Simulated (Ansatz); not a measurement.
# C2H5ClSi: the cost of one run

Program: Ansatz 0.2.0. Level of theory: RHF/def2-SVPD. These are calculated values, not measurements.

## Step 1: The starting structure

SMILES `CC=[SiH]Cl`, 9 atoms, charge 0, spin multiplicity 1.

Atoms are counted from 1 here; the program's logs count them from 0.

Bond lengths: C1–C2 1.505 Å, C1–H5 1.111 Å, C1–H6 1.107 Å, C1–H7 1.111 Å, C2–Si3 1.721 Å, C2–H8 1.102 Å, Si3–Cl4 2.075 Å, Si3–H9 1.490 Å. Angles: C2–C1–H5 111.3°, C2–C1–H6 112.7°, C2–C1–H7 111.3°, H5–C1–H6 107.3°, H5–C1–H7 106.6°, H6–C1–H7 107.3°, C1–C2–Si3 124.9°, C1–C2–H8 117.4°, Si3–C2–H8 117.7°, C2–Si3–Cl4 122.9°, C2–Si3–H9 126.1°, Cl4–Si3–H9 111.0°.

As a file:

```csv
atom,x (Å),y (Å),z (Å)
C1,-0.35836,1.30977,-0.03785
C2,-0.32895,-0.11687,0.44114
Si3,0.61992,-1.37142,-0.25823
Cl4,0.61245,-3.32068,0.45411
H5,-0.03799,2.01010,0.76257
H6,0.30151,1.48218,-0.91014
H7,-1.38467,1.61379,-0.33442
H8,-0.96340,-0.37470,1.30483
H9,1.53948,-1.23217,-1.42202
```

## Step 2: Relaxation

The input, input.yaml:

```yaml
crystal:
  periodic: [false, false, false]
  atoms:
    - { symbol: C, position_ang: [-0.358361, 1.309771, -0.037854] }
    - { symbol: C, position_ang: [-0.328952, -0.116871, 0.441144] }
    - { symbol: Si, position_ang: [0.619919, -1.37142, -0.258226] }
    - { symbol: Cl, position_ang: [0.612452, -3.320681, 0.454115] }
    - { symbol: H, position_ang: [-0.037987, 2.010104, 0.762571] }
    - { symbol: H, position_ang: [0.301505, 1.482177, -0.910137] }
    - { symbol: H, position_ang: [-1.384666, 1.61379, -0.334422] }
    - { symbol: H, position_ang: [-0.963395, -0.3747, 1.304832] }
    - { symbol: H, position_ang: [1.539476, -1.232169, -1.422023] }
basis:
  gaussian: { orbitals: def2-SVPD }
hamiltonian:
  xc: hf
output:
  forces: true
relax:
  f_tol: 0.003
  max_steps: 120
```

On the command line:

```bash
ansatz run input.yaml --threads 1 --pin off --max-ram 2560MiB --backend cpu --events-out ev --progress --plain --runs-dir out
```

Q: Estimate wall time and peak memory on 1 thread of AMD EPYC (Zen 3), shared host.

About 48 s, with a peak of 0.3 GiB.
